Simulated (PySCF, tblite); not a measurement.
**AsH6NOSe2Si, a small molecule taken as a stand-in for a surface group (AsSe unit): NMR shifts, core binding energies and electronic excitations**

Wanted: the NMR shifts, core binding energies and electronic excitations for `N[SiH2]O[As]([SeH])[SeH]`.

Computed with tblite 0.8.0 and PySCF 2.14.0; each step states its level. No surroundings beyond the atoms listed, unless a continuum is named. Atoms count from 0, parts from 1.

## (1) The system as given

12 atoms, charge 0, multiplicity 1; geometry: distance geometry start.

## (2) Relaxing the cluster with GFN2-xTB

The job: settings as JSON, then the geometry in Å.

```
{"job": {"kind": "relax", "xc": "GFN2-xTB", "basis": "xTB"}, "charge": 0, "multiplicity": 1}
Se     3.229206     2.153463    -0.394731
As     1.522426     0.523095    -0.652240
Se     1.628462    -1.245642     0.931628
O     -0.184568     1.243059    -0.547507
Si    -1.190868    -0.042972    -0.073195
N     -2.884738     0.153063    -0.560203
H      4.572642     1.421481    -0.209247
H      1.829160    -2.633020     0.249829
H     -1.060223    -0.177518     1.382641
H     -0.667791    -1.218122    -0.794797
H     -3.278082    -0.827588    -0.713358
H     -3.489194     0.626146     0.126564
```

Level: GFN2-xTB geometry optimisation, gas phase.

Command:

```console
> OMP_NUM_THREADS=1 python cluster_run.py task.json out
```

This one command runs all jobs of the session in turn.

Log:

```text
step      E/eV     max force
  0    -559.67694    2.550
  1    -559.97523    2.004
  2    -560.29816    1.332
  3    -560.39942    1.124
  4    -560.54030    1.014
  5    -560.61292    0.978
  6    -560.75539    1.082
  7    -560.86053    1.163
  8    -560.95473    1.121
  9    -561.00138    0.608
 10    -561.02749    0.484
 11    -561.04994    0.450
 12    -561.08087    0.470
 13    -561.11146    0.490
 14    -561.14479    0.530
 15    -561.17064    0.426
 16    -561.18851    0.381
 17    -561.20270    0.307
 18    -561.22087    0.469
 19    -561.24356    0.517
 20    -561.26662    0.494
 21    -561.28799    0.514
 22    -561.30651    0.388
 23    -561.32060    0.313
 24    -561.33023    0.247
 25    -561.33725    0.238
 26    -561.34860    0.451
 27    -561.36520    0.594
 28    -561.38074    0.452
 29    -561.39013    0.268
 30    -561.39494    0.138
 31    -561.39833    0.240
 32    -561.40367    0.383
 33    -561.41104    0.331
 34    -561.42017    0.268
 35    -561.42775    0.171
 36    -561.43250    0.193
 37    -561.43669    0.194
 38    -561.44028    0.173
 39    -561.44457    0.187
 40    -561.44820    0.248
 41    -561.45225    0.172
 42    -561.45491    0.123
 43    -561.45664    0.106
 44    -561.45932    0.191
 45    -561.46315    0.227
 46    -561.46775    0.188
 47    -561.47229    0.189
 48    -561.47650    0.192
 49    -561.48100    0.219
 50    -561.48532    0.262
 51    -561.48513    0.542
 52    -561.49422    0.191
 53    -561.49768    0.135
 54    -561.50071    0.181
 55    -561.50197    0.140
 56    -561.50352    0.087
 57    -561.50487    0.195
 58    -561.50730    0.136
 59    -561.51017    0.138
 60    -561.51386    0.218
 61    -561.51505    0.087
 62    -561.51592    0.084
 63    -561.51665    0.071
 64    -561.51711    0.112
 65    -561.51764    0.068
 66    -561.51823    0.062
 67    -561.51906    0.052
 68    -561.51924    0.045
 69    -561.51947    0.040
 70    -561.51965    0.045
 71    -561.52000    0.072
 72    -561.52035    0.075
 73    -561.52069    0.067
 74    -561.52097    0.032
 75    -561.52119    0.033
 76    -561.52134    0.029
 77    -561.52146    0.027
 78    -561.52159    0.032
 79    -561.52182    0.042
 80    -561.52221    0.053
 81    -561.52275    0.076
 82    -561.52336    0.091
 83    -561.52397    0.082
 84    -561.52453    0.065
 85    -561.52500    0.043
 86    -561.52536    0.082
 87    -561.52575    0.057
 88    -561.52625    0.061
 89    -561.52679    0.080
 90    -561.52772    0.091
 91    -561.52843    0.053
 92    -561.52852    0.095
 93    -561.52891    0.035
 94    -561.52904    0.032
 95    -561.52964    0.047
 96    -561.52998    0.055
 97    -561.53047    0.069
 98    -561.53098    0.061
 99    -561.53129    0.053
100    -561.53151    0.030
101    -561.53168    0.025
102    -561.53177    0.020
103    -561.53181    0.022
104    -561.53186    0.019
105    -561.53190    0.020
106    -561.53196    0.018
107    -561.53206    0.022
108    -561.53217    0.022
109    -561.53226    0.024
110    -561.53234    0.023
111    -561.53242    0.025
112    -561.53255    0.036
113    -561.53275    0.045
114    -561.53306    0.047
115    -561.53350    0.061
116    -561.53408    0.065
117    -561.53396    0.095
118    -561.53503    0.069
119    -561.53532    0.049
120    -561.53583    0.044
121    -561.53599    0.040
122    -561.53627    0.039
123    -561.53646    0.030
124    -561.53666    0.023
125    -561.53681    0.026
126    -561.53692    0.028
127    -561.53707    0.027
128    -561.53728    0.031
129    -561.53757    0.037
130    -561.53763    0.061
131    -561.53812    0.057
132    -561.53841    0.069
133    -561.53929    0.063
134    -561.54007    0.063
135    -561.54155    0.084
136    -561.54091    0.189
137    -561.54336    0.098
138    -561.54420    0.072
139    -561.54614    0.091
140    -561.54778    0.111
141    -561.54989    0.150
142    -561.55203    0.191
143    -561.55657    0.196
144    -561.56084    0.131
145    -561.56327    0.253
146    -561.56656    0.194
147    -561.56977    0.097
148    -561.57330    0.133
149    -561.57495    0.151
150    -561.57599    0.088
151    -561.57657    0.087
152    -561.57712    0.053
153    -561.57773    0.050
154    -561.57825    0.063
155    -561.57895    0.058
156    -561.57945    0.056
157    -561.57991    0.056
158    -561.58040    0.083
159    -561.58080    0.065
160    -561.58119    0.044
161    -561.58158    0.059
162    -561.58200    0.062
163    -561.58254    0.073
164    -561.58311    0.068
165    -561.58363    0.058
166    -561.58416    0.072
167    -561.58439    0.070
168    -561.58477    0.050
169    -561.58503    0.041
170    -561.58540    0.047
171    -561.58561    0.045
172    -561.58583    0.044
173    -561.58596    0.035
174    -561.58608    0.045
175    -561.58624    0.040
176    -561.58659    0.039
177    -561.58683    0.035
178    -561.58713    0.049
179    -561.58744    0.056
180    -561.58773    0.040
181    -561.58792    0.033
182    -561.58805    0.028
183    -561.58815    0.033
184    -561.58826    0.036
185    -561.58838    0.025
186    -561.58856    0.028
187    -561.58864    0.032
188    -561.58886    0.039
189    -561.58910    0.043
190    -561.58952    0.053
191    -561.59010    0.074
192    -561.59073    0.071
193    -561.59113    0.050
194    -561.59127    0.035
195    -561.59134    0.025
196    -561.59141    0.026
197    -561.59144    0.021
198    -561.59147    0.014
199    -561.59149    0.011
200    -561.59151    0.010
201    -561.59151    0.010
202    -561.59326    0.033
203    -561.59410    0.065
204    -561.59473    0.044
205    -561.59505    0.015
206    -561.59500    0.075
207    -561.59517    0.017
208    -561.59518    0.015
209    -561.59522    0.007
```

Wall time 8.9 s (1 thread of Arm Neoverse V1, shared host).

Along the way:

| step | energy from step 0 (eV) | largest force (eV/Å) |
| --- | --- | --- |
| 0 | 0.0000 | 2.5503 |
| 8 | -1.2778 | 1.1211 |
| 16 | -1.5116 | 0.3807 |
| 24 | -1.6533 | 0.2476 |
| 32 | -1.7267 | 0.3831 |
| 40 | -1.7713 | 0.2480 |
| 48 | -1.7996 | 0.1920 |
| 56 | -1.8266 | 0.0871 |
| 64 | -1.8402 | 0.1120 |
| 72 | -1.8434 | 0.0754 |
| 80 | -1.8453 | 0.0531 |
| 88 | -1.8493 | 0.0616 |
| 96 | -1.8530 | 0.0551 |
| 104 | -1.8549 | 0.0195 |
| 112 | -1.8556 | 0.0365 |
| 120 | -1.8589 | 0.0441 |
| 128 | -1.8603 | 0.0313 |
| 136 | -1.8640 | 0.1882 |
| 144 | -1.8839 | 0.1308 |
| 152 | -1.9002 | 0.0529 |
| 160 | -1.9043 | 0.0446 |
| 168 | -1.9078 | 0.0494 |
| 176 | -1.9097 | 0.0388 |
| 184 | -1.9113 | 0.0357 |
| 192 | -1.9138 | 0.0712 |
| 200 | -1.9146 | 0.0102 |
| 208 | -1.9182 | 0.0145 |
| 209 | -1.9183 | 0.0078 |

Close pairs (by a distance rule), those that changed most:

| bond | before (Å) | after (Å) | change (Å) |
| --- | --- | --- | --- |
| As1–O3 | 1.856 | 1.745 | -0.110 |
| Se2–H7 | 1.559 | 1.452 | -0.107 |
| Se0–H6 | 1.541 | 1.450 | -0.092 |
| O3–Si4 | 1.700 | 1.634 | -0.067 |
| N5–H10 | 1.068 | 1.007 | -0.061 |
| Si4–N5 | 1.773 | 1.723 | -0.050 |
| Se0–As1 | 2.374 | 2.402 | +0.027 |
| N5–H11 | 1.030 | 1.011 | -0.019 |

## (3) Relaxing the molecule at PBE0-D3(BJ)/def2-SVP

The job: settings as JSON, then the geometry in Å.

```
{"job": {"xc": "PBE0", "basis": "def2-SVP", "d3": "d3bj", "grid": 2, "kind": "geom", "shake": 0.01}, "charge": 0, "multiplicity": 1}
Se     1.745895     1.821120     0.023977
As     1.316843    -0.482665    -0.430821
Se     2.834782    -1.553977     1.010248
O      0.035615    -0.695979     0.688325
Si    -1.614307    -0.585933     0.456544
N     -1.865793     0.729545    -0.633527
H      2.007792     2.115058    -1.377733
H      3.872102    -1.703346    -0.024924
H     -2.027174    -0.427763     1.880358
H     -2.107869    -1.769316    -0.217656
H     -2.814515     0.942989    -0.895632
H     -1.344879     1.582682    -0.462160
```

Log:

```text
step   0  E = -7460.02108951  max force = 0.032231
step   1  E = -7460.02681786  max force = 0.012429
step   2  E = -7460.02804263  max force = 0.004467
step   3  E = -7460.02874372  max force = 0.004425
step   4  E = -7460.02935049  max force = 0.006776
step   5  E = -7460.02999127  max force = 0.007327
step   6  E = -7460.03036380  max force = 0.003972
step   7  E = -7460.03050012  max force = 0.001310
step   8  E = -7460.03053781  max force = 0.001176
step   9  E = -7460.03057211  max force = 0.001436
step  10  E = -7460.03060073  max force = 0.001441
step  11  E = -7460.03062354  max force = 0.000731
step  12  E = -7460.03064114  max force = 0.000497
step  13  E = -7460.03065490  max force = 0.000845
step  14  E = -7460.03066703  max force = 0.000785
step  15  E = -7460.03068314  max force = 0.000600
step  16  E = -7460.03074442  max force = 0.001274
step  17  E = -7460.03076084  max force = 0.000633
step  18  E = -7460.03078179  max force = 0.000715
step  19  E = -7460.03079055  max force = 0.000572
step  20  E = -7460.03080667  max force = 0.000393
step  21  E = -7460.03082031  max force = 0.000414
optimisation converged
```

Run time: 9.2 min. Hardware: 1 thread of Arm Neoverse V1, shared host; peak memory 0.98 GiB.

Along the way:

| step | energy from step 0 (eV) | largest force component (eV/Å) |
| --- | --- | --- |
| 0 | 0.0000 | 1.6574 |
| 1 | -0.1559 | 0.6391 |
| 2 | -0.1892 | 0.2297 |
| 3 | -0.2083 | 0.2275 |
| 4 | -0.2248 | 0.3484 |
| 5 | -0.2422 | 0.3768 |
| 6 | -0.2524 | 0.2042 |
| 7 | -0.2561 | 0.0674 |
| 8 | -0.2571 | 0.0605 |
| 9 | -0.2580 | 0.0738 |
| 10 | -0.2588 | 0.0741 |
| 11 | -0.2594 | 0.0376 |
| 12 | -0.2599 | 0.0256 |
| 13 | -0.2603 | 0.0435 |
| 14 | -0.2606 | 0.0404 |
| 15 | -0.2611 | 0.0309 |
| 16 | -0.2627 | 0.0655 |
| 17 | -0.2632 | 0.0326 |
| 18 | -0.2637 | 0.0368 |
| 19 | -0.2640 | 0.0294 |
| 20 | -0.2644 | 0.0202 |
| 21 | -0.2648 | 0.0213 |

Close pairs (by a distance rule), those that changed most:

| bond | before (Å) | after (Å) | change (Å) |
| --- | --- | --- | --- |
| As1–O3 | 1.715 | 1.787 | +0.072 |
| Si4–H9 | 1.449 | 1.490 | +0.041 |
| As1–Se2 | 2.351 | 2.385 | +0.034 |
| Se0–H6 | 1.456 | 1.476 | +0.020 |
| Se0–As1 | 2.387 | 2.406 | +0.019 |
| O3–Si4 | 1.670 | 1.677 | +0.007 |
| N5–H10 | 1.007 | 1.012 | +0.005 |
| Si4–N5 | 1.727 | 1.723 | -0.004 |

The next job starts from the end point, and lists it.

| at the end point | value |
| --- | --- |
| point group (found at 0.08 Å tolerance) | C1 |
| rotational constants (GHz, main isotopes) | 0.988, 0.610, 0.425 |
| dipole moment (D) | 3.29 |

[end of part 1 of 2]
